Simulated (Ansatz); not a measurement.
# Ca3Mg: the cost of one run

All numbers are computed with Ansatz 0.2.0, driven from Python. Level of theory: DFT r2SCAN, plane waves, PAW.

## (1) Starting point

Symmetry: Fm-3m, No. 225, cubic system. The conventional cell has a = 8.320 Å, b = 8.320 Å, c = 8.320 Å, α = 90.00°, β = 90.00°, γ = 90.00°. Ca (site symmetry m-3m) has 8 Ca at 3.60 Å as nearest neighbours. Around Ca (site symmetry -43m) lie 4 Ca at 3.60 Å and 4 Mg at 3.60 Å. Around Mg (site symmetry m-3m) lie 8 Ca at 3.60 Å.

No structure file is read: the coordinates are typed or built in the script.

## (2) The script

File ca3mg.py:

```python
import csv

import ansatz as az
from ase import Atoms


def main() -> None:
    atoms = Atoms(
        ["Ca", "Ca", "Ca", "Mg"],
        scaled_positions=[
            (0.5, 0.5, 0.5),
            (0.25, 0.25, 0.25),
            (0.75, 0.75, 0.75),
            (0.0, 0.0, 0.0),
        ],
        cell=[
            (0.0, 4.15993, 4.15993),
            (4.15993, 0.0, 4.15993),
            (4.15993, 4.15993, 0.0),
        ],
        pbc=True,
    )
    cell = az.Crystal.from_ase(atoms)

    calculation = (
        cell.calculation()
        .functional("r2SCAN")
        .initial_density(normalization="atom")
        .occupations("gaussian", width=0.05)
        .scf(lower_state_search="light", self_checks="low")
        .kpoints(5, 5, 5)
    )

    rows = []
    for value in [250, 350, 450, 550]:
        data = calculation.basis(value).run().report
        rows.append((value, data["free_energy_ev"] / len(data["lattice"]["sites"]), data["n_iterations"], data["n_pw"]))

    with open("ecut.csv", "w", newline="") as handle:
        writer = csv.writer(handle)
        writer.writerow(["cutoff (eV)", "F/atom (eV)", "iterations", "plane waves"])
        writer.writerows([round(v, 5) if isinstance(v, float) else v for v in row] for row in rows)

    for row in rows[:-1]:
        shift = 1000 * (row[1] - rows[-1][1])
        print(f"{row[0]}: {shift:+.2f} meV/atom" + ("  (within 2 meV)" if abs(shift) < 2 else ""))


if __name__ == "__main__":
    main()
```

## (3) The input behind the calls

The engine receives this input (first run):

```yaml
crystal:
  lattice:
    - [0.0, 4.15993, 4.15993]
    - [4.15993, 0.0, 4.15993]
    - [4.15993, 4.15993, 0.0]
  atoms:
    - { symbol: Ca, position: [0.5, 0.5, 0.5] }
    - { symbol: Ca, position: [0.25, 0.25, 0.25] }
    - { symbol: Ca, position: [0.75, 0.75, 0.75] }
    - { symbol: Mg, position: [0.0, 0.0, 0.0] }
basis:
  ecutwfc: 250.0
kpoints:
  mp_grid:
    grid: [5, 5, 5]
hamiltonian:
  xc: r2scan
scf:
  self_checks: low
  lower_state_search: light
  occupations:
    method: gaussian
    width: 0.05
  initial_density:
    normalization: atom
```

## (4) The run

The run is started by

```bash
$ python ca3mg.py
```

Q: Estimate wall time and peak memory on 1 thread of Arm Neoverse V1, shared host.

About 15 s, with a peak of 0.68 GiB.
